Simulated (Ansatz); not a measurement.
# CH3BNO (charge -1): rigid torsion scan in Python

A script is to give a rigid torsion scan; the system is CH3BNO (charge -1).

Computed with Ansatz 0.2.0, driven from Python. Level of theory: PBE/def2-SVP.

## Step 1: The system

Bond lengths: N1–C2 1.157 Å, C2–B3 1.546 Å, B3–O4 1.474 Å, B3–H5 1.191 Å, B3–H6 1.194 Å, O4–H7 0.992 Å. Angles: N1–C2–B3 180.0°, C2–B3–O4 109.8°, C2–B3–H5 109.0°, C2–B3–H6 109.6°, O4–B3–H5 109.1°, O4–B3–H6 110.5°, H5–B3–H6 108.7°, B3–O4–H7 106.0°.

The script holds or builds the structure itself.

## Step 2: The code

File torsion.py:

```python
"""Energy of CH3BNO(-) as one group turns about a bond."""

from dataclasses import dataclass

import ansatz
from ase import Atoms


@dataclass(frozen=True)
class RunConfig:
    basis: str = "def2-SVP"
    functional: str = "PBE"
    net_charge: int = -1
    force_tol: float = 0.02


settings = RunConfig()


def main() -> None:
    atoms = Atoms(["N", "C", "B", "O", "H", "H", "H"], positions=[
        (2.3251, -0.4164, -0.0174),
        (1.2223, -0.066, -0.0095),
        (-0.2509, 0.402, 0.0013),
        (-1.111, -0.6436, -0.5821),
        (-0.3479, 1.3952, -0.6489),
        (-0.5866, 0.6428, 1.1215),
        (-1.2511, -1.3141, 0.1351),
    ])

    # relax first, so that the scan starts from a minimum
    first = (
        ansatz.Crystal.molecule_from_ase(atoms).calculation()
        .basis(gaussian=settings.basis)
        .functional(settings.functional)
        .charge(settings.net_charge)
        .relax(force_tolerance=settings.force_tol, max_steps=80)
    )
    atoms.positions = first.run(threads=1, backend="cpu").report["positions_ang"]

    start = atoms.get_dihedral(1, 2, 3, 6)
    energies = {}
    for turn in range(0, 360, 40):
        turned = atoms.copy()
        turned.set_dihedral(1, 2, 3, 6, start + turn, indices=[3, 6])
        job = (
            ansatz.Crystal.molecule_from_ase(turned).calculation()
            .basis(gaussian=settings.basis)
            .functional(settings.functional)
            .charge(settings.net_charge)
        )
        energies[round((start + turn) % 360)] = job.run(threads=1, backend="cpu").report["free_energy_ev"]
    floor = min(energies.values())
    print("dihedral C1-B2-O3-H6 (deg)   E - E(min) (kJ/mol)")
    for angle, e in sorted(energies.items()):
        print(f"{angle:8d} {96.485332 * (e - floor):14.3f}  " + "#" * int(30 * (e - floor) / max(max(energies.values()) - floor, 1e-9)))


if __name__ == "__main__":
    main()
```

## Step 3: The run

On the command line:

```bash
$ python torsion.py
```

The log of the run:

```text
dihedral C1-B2-O3-H6 (deg)   E - E(min) (kJ/mol)
      15          3.451  ###########
      55          0.000
      95          4.062  #############
     135          9.215  ##############################
     175          9.006  #############################
     215          8.699  ############################
     255          7.712  #########################
     295          5.534  ##################
     335          5.626  ##################
```

Run time: 27 s. Hardware: 1 thread of Arm Neoverse V1, shared host; peak memory 0.22 GiB.

## Step 4: How the relaxation of run 0 went

Step by step:

```
step  energy from step 1 (eV)  largest force component (eV/Å)
   1                   0.0000                          2.6000
   2                  -0.2032                          0.7198
   3                  -0.2331                          0.2475
   4                  -0.2376                          0.1273
   5                  -0.2361                          0.2242
   6                  -0.2389                          0.0241
   7                  -0.2400                          0.0174
   8                  -0.2400                          0.0278
   9                  -0.2401                          0.0073
```

Step 1 is the start. Step 5 was tried and not accepted.

Before: Bond lengths: N1–C2 1.157 Å, C2–B3 1.546 Å, B3–O4 1.474 Å, B3–H5 1.191 Å, B3–H6 1.194 Å, O4–H7 0.992 Å. Angles: N1–C2–B3 180.0°, C2–B3–O4 109.8°, C2–B3–H5 109.0°, C2–B3–H6 109.6°, O4–B3–H5 109.1°, O4–B3–H6 110.5°, H5–B3–H6 108.7°, B3–O4–H7 106.0°.

After: Bond lengths: N1–C2 1.180 Å, C2–B3 1.620 Å, B3–O4 1.485 Å, B3–H5 1.252 Å, B3–H6 1.267 Å, O4–H7 0.972 Å. Angles: N1–C2–B3 177.9°, C2–B3–O4 112.0°, C2–B3–H5 106.8°, C2–B3–H6 105.5°, O4–B3–H5 108.9°, O4–B3–H6 114.8°, H5–B3–H6 108.5°, B3–O4–H7 106.5°.

Run 0 is this relaxation; the runs after it count from 1.

## Step 5: Run by run

One row for each of the 9 runs:

```csv
run,turn (°),energy from run 1 (eV),SCF cycles,CPU time (s)
1,0,0.0000,17,1.1
2,40,0.0421,17,1.1
3,80,0.0955,17,1.1
4,120,0.0933,15,1
5,160,0.0902,14,0.92
6,200,0.0799,15,1
7,240,0.0574,15,1
8,280,0.0583,15,1.1
9,320,0.0358,15,1
```

## Step 6: Summary of results

| quantity | value |
| --- | --- |
| runs compared | 9 |
| range of energy | 0.096 eV |
| lowest point, turn (°) | 0 |

**Reading.** The lowest point lies at a turn of 0°, the highest 0.096 eV (9.2 kJ/mol) above it at 80°. The grid can miss the true lowest and highest points, and the rest of the molecule is held rigid. Run 0: The relaxation took 7 moves; the largest shift is 0.243 Å, of atom 7 (H). The scan is rigid and the energies are electronic, in a modest basis. With rigid groups the curve can differ much from the relaxed path, the start wasn't checked as a minimum of this torsion, and equivalent turns needn't return to the same energy. Anions want diffuse functions, which this basis lacks.
